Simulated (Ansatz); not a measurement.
# H₂Br (doublet): from Hartree-Fock to the top rungs at distance Br1–H2 along a hydrogen transfer = 1.512 Å, 6-31G

How much of the correlation energy of H₂Br (doublet) does each wave-function method recover here?

Computed with Ansatz 0.2.0, Gaussian basis. Level: 6-31G, core rule «outside noble gas», up to 14 orbitals frozen.

To be run: UHF; CCSD(T) on ROHF; CCSD(T) on UHF; BCCD(T) on ROHF; CISD; CCSDT(Q) on ROHF; CCSDT(Q) on UHF; CISDTQ; CCSDTQ on ROHF; CASSCF and MRCISD+Q, 3 electrons in 3 orbitals; CASSCF and NEVPT2, 3 electrons in 3 orbitals; CASSCF and MRCISD+Q, 9 electrons in 6 orbitals; CASSCF and NEVPT4(SD), 9 electrons in 6 orbitals; CASSCF and NEVPT2, 9 electrons in 6 orbitals; Full CI.

9 further runs of the same task are left out: 7 that didn't finish, 2 set aside as unsound or not needed.

## 1. The geometry

The geometry derives from fragments relaxed apart (PBE0/def2-TZVP) and kept rigid, so it is no stationary point. A hydrogen atom is moved between rigid fragments. No spin-orbit coupling is included. The filled d shell of Br may be among the frozen orbitals whatever the setting's name suggests; the logs give the count.

3 atoms, charge 0, spin multiplicity 2.

Atoms are counted from 1 here; the program's logs count them from 0.

Bond lengths: Br1–H2 1.512 Å.

## 2. UHF

Input file in.yaml:

```yaml
crystal:
  periodic: [false, false, false]
  atoms:
    - {symbol: Br, position_ang: [0.000000, 0.000000, -1.438333]}
    - {symbol: H, position_ang: [0.000000, 0.000000, 0.073667]}
    - {symbol: H, position_ang: [0.000000, 0.000000, 1.364667]}
basis:
  gaussian: {orbitals: 6-31G}
magnetization: {spin_polarized: true, initial_magnetization: 1}
hamiltonian: {xc: hf}
output: {orbitals: {seedname: orbitals}}
```

Launch:

```sh
ansatz run in.yaml --threads 1 --pin off --events-out ev --progress --plain --max-ram 2393MiB
```

Further steps of the session: CCSD(T) on ROHF; CCSD(T) on UHF; BCCD(T) on ROHF; CISD; CCSDT(Q) on ROHF; CCSDT(Q) on UHF; CISDTQ; CCSDTQ on ROHF; CASSCF and MRCISD+Q, 3 electrons in 3 orbitals; CASSCF and NEVPT2, 3 electrons in 3 orbitals; CASSCF and MRCISD+Q, 9 electrons in 6 orbitals; CASSCF and NEVPT4(SD), 9 electrons in 6 orbitals; CASSCF and NEVPT2, 9 electrons in 6 orbitals; Full CI.

Q: Predict the results of all the runs planned. Wanted: FCI below the RHF energy; RMP2 from FCI; UMP2 from FCI; RCCSD from FCI; RCCSD(T) from FCI; UCCSD(T) from FCI; RCCSDT(Q) from FCI; UCCSDT(Q) from FCI; NEVPT2 pair from FCI.

As calculated:

```
                         quantity                                                                                                                                                                               value
         FCI below the RHF energy                                                                                                                                                                          -1.7271 eV
                    RMP2 from FCI                                                                                                                                                                          +371.6 meV
                    UMP2 from FCI                                                                                                                                                                          +358.7 meV
                   RCCSD from FCI                                                                                                                                                                           +22.3 meV
                RCCSD(T) from FCI                                                                                                                                                                            +4.5 meV
                UCCSD(T) from FCI                                                                                                                                                                            +4.3 meV
               RCCSDT(Q) from FCI                                                                                                                                                                            +0.1 meV
               UCCSDT(Q) from FCI                                                                                                                                                                             0.0 meV
             NEVPT2 pair from FCI                                                                                                                                                                          +165.2 meV
           MRCISD+Q pair from FCI                                                                                                                                                                           +15.1 meV
          NEVPT2 valence from FCI                                                                                                                                                                          +249.0 meV
levels within 1 kcal/mol (43 meV)  RCCSD, UCCSD, RCCSD(T), UCCSD(T), BCCD(T), RCCSDT, UCCSDT, CISDTQ, RCCSDT(Q), UCCSDT(Q), RCCSDTQ, MRCISD pair, MRCISD+Q pair, NEVPT4(SD) valence, MRCISD valence, MRCISD+Q valence
                    T1 diagnostic                                                                                                                                                                               0.022
   effectively unpaired electrons                                                                                                                                                                                1.02
```

What this shows: RCCSD(T) misses by +4.5 meV, 0.3 % of the correlation energy. One determinant dominates. Of the multireference levels listed MRCISD+Q valence comes nearest in total energy (+13.3 meV), which doesn't show that its space is the better one. These misses are within one basis, not against nature; the frozen cores of restricted and unrestricted runs differ, which can shift their rows.
